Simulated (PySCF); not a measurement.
# C₇H₁₄N₂: vibronic structure

What do calculations give for the vibronic structure of C₇H₁₄N₂ (`CC1=NN(C(C)C)CC1`)?

Computed with PySCF 2.14.0 and routines of our own; the level stands in each step. Atoms count from 0.

## 1. The starting structure

23 atoms, charge 0, multiplicity 1; geometry from: GFN2-xTB.

## 2. Vibronic structure: TDA PBE/def2-SV(P)

The job: settings as JSON, then the geometry in Å.

```
{"job": {"kind": "vib", "xc": "PBE", "basis": "def2-SV(P)", "tda": true}, "charge": 0, "multiplicity": 1}
C      3.202943     0.486271     0.847866
C      1.886876     0.165581     0.243262
N      0.853766     0.900261     0.354119
N     -0.176631     0.412187    -0.376318
C     -1.501959     0.747906     0.094085
C     -2.508086     0.603971    -1.044664
C     -1.933929    -0.063031     1.323567
C      0.140181    -0.928932    -0.888270
C      1.644226    -1.061793    -0.617408
H      3.512977    -0.310504     1.524537
H      3.963424     0.581430     0.072561
H      3.136328     1.419293     1.399194
H     -1.431569     1.801739     0.386376
H     -2.175841     1.165286    -1.914080
H     -2.621475    -0.440171    -1.326815
H     -3.477252     0.983472    -0.732521
H     -2.859192     0.339562     1.726714
H     -2.099171    -1.107315     1.066578
H     -1.165217    -0.005630     2.091219
H     -0.104200    -0.976134    -1.951787
H     -0.434994    -1.698549    -0.361100
H      1.912341    -1.983024    -0.097762
H      2.231700    -1.004892    -1.536336
```

With the program's defaults for keys left out, this is: TDA PBE/def2-SV(P) vertical-gradient vibronic structure (displaced harmonic oscillators, Condon), gas phase.

Command:

```bash
> OMP_NUM_THREADS=1 python excited_run.py task.json out
```

One launch serves the whole session: the jobs run in the order shown.

Output:

```text
final grid: 81112 points
cycle   1  E = -383.7144913062  dE =  8.516e-01  |g| = 6.210e-01  |ddm| = 5.009e+00
cycle   2  E = -383.6172004472  dE =  9.729e-02  |g| = 8.608e-01  |ddm| = 2.120e+00
cycle   3  E = -383.8239051794  dE = -2.067e-01  |g| = 6.841e-02  |ddm| = 1.237e+00
cycle   4  E = -383.8242428775  dE = -3.377e-04  |g| = 5.546e-02  |ddm| = 1.325e-01
cycle   5  E = -383.8249043785  dE = -6.615e-04  |g| = 1.952e-02  |ddm| = 7.960e-02
cycle   6  E = -383.8249845207  dE = -8.014e-05  |g| = 7.790e-03  |ddm| = 3.005e-02
cycle   7  E = -383.8249971727  dE = -1.265e-05  |g| = 1.752e-03  |ddm| = 9.885e-03
cycle   8  E = -383.8249978422  dE = -6.695e-07  |g| = 4.696e-04  |ddm| = 2.800e-03
cycle   9  E = -383.8249978951  dE = -5.288e-08  |g| = 8.744e-05  |ddm| = 7.507e-04
cycle  10  E = -383.8249978970  dE = -1.886e-09  |g| = 2.926e-05  |ddm| = 1.780e-04
cycle  11  E = -383.8249978972  dE = -1.744e-10  |g| = 1.315e-05  |ddm| = 5.488e-05
converged SCF energy = -383.8249978972

Singlet excitations (eV, f): 4.988 (0.0590)  5.187 (0.1860)  5.419 (0.0026)  6.074 (0.0120)  6.211 (0.0989)  6.342 (0.0067)

State S1  4.9883 eV  f = 0.05905  H->L+1 0.74, H->L 0.23
  relaxed dipole 3.383 D, largest gradient of the excitation energy 0.0325 Eh/bohr
  mode    cm-1        S   lambda/meV  Raman
    4    140.6   14.0213     244.4   0.720
   11    409.1    2.2992     116.6   1.000
    8    265.8    2.3646      77.9   0.434
    6    212.7    1.2964      34.2   0.152
   10    346.4    0.7706      33.1   0.240
   15    641.6    0.3714      29.5   0.397
   49   1702.7    0.1312      27.7   0.989
   34   1294.0    0.1215      19.5   0.529
    5    194.9    0.7897      19.1   0.078
   16    829.4    0.1727      17.8   0.309
   54   2979.2    0.0325      12.0   0.750
   12    494.4    0.1958      12.0   0.124
  reorganisation energy 0.7540 eV, total S 24.056, 0-0 4.2343 eV

State S2  5.1869 eV  f = 0.18601  H->L 0.59, H->L+1 0.26
  relaxed dipole 2.640 D, largest gradient of the excitation energy 0.0757 Eh/bohr
  mode    cm-1        S   lambda/meV  Raman
   13    515.1    1.5316      97.8   0.455
    4    140.6    5.3329      93.0   0.118
   29   1151.3    0.4356      62.2   0.647
   15    641.6    0.7003      55.7   0.323
   53   2960.9    0.1018      37.4   1.000
   49   1702.7    0.1450      30.6   0.471
   30   1178.2    0.1872      27.3   0.291
   36   1308.4    0.1615      26.2   0.310
   10    346.4    0.4397      18.9   0.059
   54   2979.2    0.0497      18.4   0.494
    6    212.7    0.6370      16.8   0.032
   24   1027.6    0.1117      14.2   0.132
  reorganisation energy 0.5914 eV, total S 11.025, 0-0 4.5954 eV

State S5  6.2109 eV  f = 0.09888  H->L+3 0.51, H->L+4 0.36
  relaxed dipole 4.491 D, largest gradient of the excitation energy 0.0340 Eh/bohr
  mode    cm-1        S   lambda/meV  Raman
    4    140.6    9.3269     162.6   0.405
   13    515.1    0.7461      47.6   0.435
   11    409.1    0.7282      36.9   0.268
   49   1702.7    0.1571      33.2   1.000
   34   1294.0    0.1951      31.3   0.717
    6    212.7    1.1439      30.2   0.114
    8    265.8    0.8502      28.0   0.132
    7    227.1    0.7386      20.8   0.084
   33   1246.5    0.0974      15.1   0.332
   15    641.6    0.1515      12.1   0.137
   53   2960.9    0.0237       8.7   0.456
   48   1504.7    0.0462       8.6   0.230
  reorganisation energy 0.5267 eV, total S 16.808, 0-0 5.6842 eV

State T1  3.4251 eV  f = 0.00000  H->L 0.98
  relaxed dipole 2.906 D, largest gradient of the excitation energy 0.1057 Eh/bohr
  mode    cm-1        S   lambda/meV  Raman
   49   1702.7    1.4807     312.6   1.000
    4    140.6    2.9355      51.2   0.014
   36   1308.4    0.2877      46.7   0.115
   23   1018.2    0.3492      44.1   0.084
   11    409.1    0.7523      38.2   0.029
   15    641.6    0.2336      18.6   0.022
   34   1294.0    0.1119      18.0   0.044
   13    515.1    0.2000      12.8   0.012
    2     89.9    0.9791      10.9   0.002
   30   1178.2    0.0719      10.5   0.023
   10    346.4    0.2329      10.0   0.007
   29   1151.3    0.0579       8.3   0.018
  reorganisation energy 0.6382 eV, total S 9.235, 0-0 2.7869 eV
  absorption maximum 3.347 eV, width 0.754 eV
```

Wall time 45 s (1 thread of Arm Neoverse V2, shared host); peak memory 0.83 GiB.

## 3. Vibronic structure: TDA BHandHLYP/pcseg-0

The job, as its differences from that of step 2:

```diff
@@ -1,2 +1,2 @@
-{"job": {"kind": "vib", "xc": "PBE", "basis": "def2-SV(P)", "tda": true}, "charge": 0, "multiplicity": 1}
+{"job": {"kind": "vib", "xc": "BHandHLYP", "basis": "pcseg-0", "tda": true, "nstates": 2, "grid": 2}, "charge": 0, "multiplicity": 1}
 C      3.202943     0.486271     0.847866
```

Level: TDA BHandHLYP/pcseg-0 vertical-gradient vibronic structure (displaced harmonic oscillators, Condon), gas phase.

Output:

```text
coarse grid: 18408 points
cycle   1  E = -383.3443260915  dE =  1.511e+00  |g| = 3.044e-01  |ddm| = 4.709e+00
cycle   2  E = -383.3678205642  dE = -2.349e-02  |g| = 2.068e-01  |ddm| = 9.095e-01
cycle   3  E = -383.3762034761  dE = -8.383e-03  |g| = 7.577e-02  |ddm| = 3.330e-01
cycle   4  E = -383.3773577075  dE = -1.154e-03  |g| = 3.179e-02  |ddm| = 1.054e-01
cycle   5  E = -383.3775793624  dE = -2.217e-04  |g| = 5.478e-03  |ddm| = 5.318e-02
cycle   6  E = -383.3775869031  dE = -7.541e-06  |g| = 2.852e-03  |ddm| = 1.141e-02
final grid: 175648 points
cycle   7  E = -383.3549930197  dE = -9.597e-06  |g| = 3.641e-03  |ddm| = 2.108e-02
cycle   8  E = -383.3549919142  dE =  1.106e-06  |g| = 4.383e-03  |ddm| = 9.094e-03
cycle   9  E = -383.3549961270  dE = -4.213e-06  |g| = 4.922e-04  |ddm| = 5.223e-03
cycle  10  E = -383.3549961822  dE = -5.519e-08  |g| = 1.349e-04  |ddm| = 7.708e-04
cycle  11  E = -383.3549961863  dE = -4.038e-09  |g| = 5.710e-05  |ddm| = 2.944e-04
cycle  12  E = -383.3549961871  dE = -8.541e-10  |g| = 8.254e-06  |ddm| = 9.618e-05
converged SCF energy = -383.3549961871

Singlet excitations (eV, f): 6.134 (0.3242)  6.622 (0.0408)

State S1  6.1343 eV  f = 0.32416  H->L 0.90
  relaxed dipole 2.956 D, largest gradient of the excitation energy 0.0931 Eh/bohr
  mode    cm-1        S   lambda/meV  Raman
   49   1702.7    0.9428     199.0   1.000
    4    140.6    9.4927     165.5   0.069
   36   1308.4    0.3133      50.8   0.196
   23   1018.2    0.2485      31.4   0.094
   11    409.1    0.5464      27.7   0.033
   30   1178.2    0.1862      27.2   0.095
   29   1151.3    0.1750      25.0   0.085
   15    641.6    0.2873      22.9   0.043
    6    212.7    0.6662      17.6   0.011
    2     89.9    1.4048      15.7   0.004
   34   1294.0    0.0896      14.4   0.055
   22    977.8    0.1070      13.0   0.037
  reorganisation energy 0.7036 eV, total S 16.617, 0-0 5.4307 eV

State S2  6.6223 eV  f = 0.04082  H-1->L 0.89
  relaxed dipole 1.822 D, largest gradient of the excitation energy 0.1182 Eh/bohr
  mode    cm-1        S   lambda/meV  Raman
   15    641.6    2.2667     180.3   0.482
   49   1702.7    0.6682     141.1   1.000
   17    875.4    0.3961      43.0   0.157
    4    140.6    2.2236      38.8   0.023
   36   1308.4    0.1748      28.4   0.154
   12    494.4    0.4084      25.0   0.052
    1     51.9    3.8501      24.8   0.005
   39   1395.8    0.1015      17.6   0.102
   33   1246.5    0.1000      15.5   0.080
   18    896.9    0.1285      14.3   0.053
    9    292.9    0.3827      13.9   0.017
   22    977.8    0.1106      13.4   0.055
  reorganisation energy 0.6633 eV, total S 13.312, 0-0 5.9590 eV
  absorption maximum 6.561 eV, width 0.668 eV

State T1  3.6553 eV  f = 0.00000  H->L 0.86
  relaxed dipole 2.835 D, largest gradient of the excitation energy 0.1863 Eh/bohr
  mode    cm-1        S   lambda/meV  Raman
   49   1702.7    3.5991     759.8   1.000
   36   1308.4    0.4382      71.1   0.072
    4    140.6    4.0496      70.6   0.008
   23   1018.2    0.5497      69.4   0.055
   11    409.1    0.7422      37.6   0.012
    1     51.9    4.5483      29.3   0.001
    2     89.9    2.1723      24.2   0.002
   37   1350.4    0.1123      18.8   0.020
    6    212.7    0.5379      14.2   0.002
   13    515.1    0.2130      13.6   0.005
   43   1472.2    0.0678      12.4   0.014
   34   1294.0    0.0747      12.0   0.012
  reorganisation energy 1.1889 eV, total S 17.690, 0-0 2.4664 eV
  absorption maximum 3.623 eV, width 1.078 eV
```

Run time: 48 s. Hardware: 1 thread of Arm Neoverse V2, shared host; peak memory 0.76 GiB.

## 4. What came out

| quantity | value |
| --- | --- |
| S1: vertical, reorganisation, 0-0, total S (step 2, TDA PBE/def2-SV(P), modes from GFN2-xTB) | 4.99, 0.75, 4.23 eV; 24.1 |
| S2: vertical, reorganisation, 0-0, total S (step 2, TDA PBE/def2-SV(P), modes from GFN2-xTB) | 5.19, 0.59, 4.60 eV; 11.0 |
| S5: vertical, reorganisation, 0-0, total S (step 2, TDA PBE/def2-SV(P), modes from GFN2-xTB) | 6.21, 0.53, 5.68 eV; 16.8 |
| S1: vertical, reorganisation, 0-0, total S (step 3, TDA BHandHLYP/pcseg-0, modes from GFN2-xTB) | 6.13, 0.70, 5.43 eV; 16.6 |
| S2: vertical, reorganisation, 0-0, total S (step 3, TDA BHandHLYP/pcseg-0, modes from GFN2-xTB) | 6.62, 0.66, 5.96 eV; 13.3 |
| T1: vertical, reorganisation, 0-0, total S (step 3, TDA BHandHLYP/pcseg-0, modes from GFN2-xTB) | 3.66, 1.19, 2.47 eV; 17.7 |

In words: In steps 2, 3 the harmonic model is doubtful. Where the total S runs above about 15, the geometry moves far on excitation and the harmonic model is stretched, so its 0-0 value is in doubt. The vibronic model keeps the ground-state modes (from xTB) and shifts them along the gradient alone, so it can miss much of the relaxation that a full optimisation finds.
